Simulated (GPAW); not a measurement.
Crystal: HfGe.

```
Hf Ge
1.0
     3.93351    0.00000    0.00000
    -1.96675    3.40652    0.00000
     0.00000    0.00000    3.50962
Hf Ge
1 1
Direct
  0.00000 0.00000 0.50000
  0.33333 0.66667 0.50000
```

The cell was built by a generator and needn't be a form met in nature.

Base run:

```yaml
Program: GPAW 26.7.0
Functional: LDA
Potentials_or_basis: the program's PAW data sets (release 1.2.1) made for this functional
Cutoff: 600 eV
Basis: pw
k_mesh: 8 × 8 × 8
Occupations: fermi-dirac, width 0.05 eV
Spin: no spin polarisation
Hubbard_terms: Hf d U = 1 eV
```

Its results: band gap on the k mesh none (metal or under the smearing width); pressure 32.7 GPa.

Q: The run is repeated on the same cell with these changes: hubbard terms from Hf d U = 1 eV to none. What comes out?

A: Band gap on the k mesh none (metal or under the smearing width); pressure 31.1 GPa.

Caveats: a pressure of tens of GPa on the cell as given is suspect, and the run, the potentials or the cell itself is likely at fault; U without spin polarisation on a metal has little footing (some runs); the U is typed as a test and isn't derived for this compound (some runs).
